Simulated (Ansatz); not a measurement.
# ClFGaH: how energies converge with the basis set

An exercise on one series of results from a longer session: the logs are not shown, and one member is left open.

Method: one geometry, several basis sets; program: Ansatz 0.2.0, Gaussian basis.

The runs, in order: PBE0-D4/def2-SVP; ωB97M-V/def2-SVP; PBE0-D4/def2-QZVPP; ωB97M-V/def2-QZVPP; the functionals' def2-TZVPP values are taken from earlier runs.

### Structure used throughout

All runs share one geometry, relaxed beforehand with PBE0-D4 in a triple-zeta def2 set.

SMILES `[F][GaH][Cl]`, 4 atoms, charge 0, spin multiplicity 1.

Atoms are counted from 1 here; the program's logs count them from 0.

Bond lengths: F1–Ga2 1.744 Å, Ga2–Cl3 2.122 Å, Ga2–H4 1.541 Å. Angles: F1–Ga2–Cl3 113.4°, F1–Ga2–H4 120.8°, Cl3–Ga2–H4 125.8°.

As a file:

```xyz
4
charge 0, multiplicity 1
F    -1.6868    0.0404    0.2663
Ga    0.0242    0.1336   -0.0590
Cl    1.0662   -1.6589    0.3917
H     0.6520    1.4246   -0.6194
```

Set-up of the first run:

File in.yaml:

```yaml
crystal:
  periodic: [false, false, false]
  atoms:
    - {symbol: F, position_ang: [-1.686783, 0.040401, 0.266348]}
    - {symbol: Ga, position_ang: [0.024162, 0.133609, -0.058981]}
    - {symbol: Cl, position_ang: [1.066249, -1.658889, 0.391714]}
    - {symbol: H, position_ang: [0.651973, 1.424579, -0.619380]}
basis:
  gaussian: {orbitals: def2-SVP}
hamiltonian: {xc: pbe0, dispersion: d4}
output: {orbitals: {seedname: orbitals}}
```

Steps of the session up to this table: PBE0-D4 in def2-SVP; ωB97M-V in def2-SVP; PBE0-D4 in def2-QZVPP; ωB97M-V in def2-QZVPP.

One table of the session follows, with a row left open; its other results are not shown here.

It belongs to the step «Density functionals: the series». 

| functional | basis | HOMO (eV) | LUMO (eV) |
| --- | --- | --- | --- |
| PBE0-D4 | def2-SVP | -9.22 | -1.41 |
| PBE0-D4 | def2-TZVPP | ? | ? |
| PBE0-D4 | def2-QZVPP | -9.38 | -1.60 |
| ωB97M-V | def2-SVP | -11.44 | 0.39 |
| ωB97M-V | def2-TZVPP | -11.63 | 0.18 |
| ωB97M-V | def2-QZVPP | -11.67 | 0.01 |

Q: Estimate the row for PBE0-D4, def2-TZVPP from the others.

**Answer.** HOMO (eV): -9.36; LUMO (eV): -1.55. In the column «HOMO (eV)» it lies between PBE0-D4, def2-QZVPP (-9.38) and PBE0-D4, def2-SVP (-9.22).
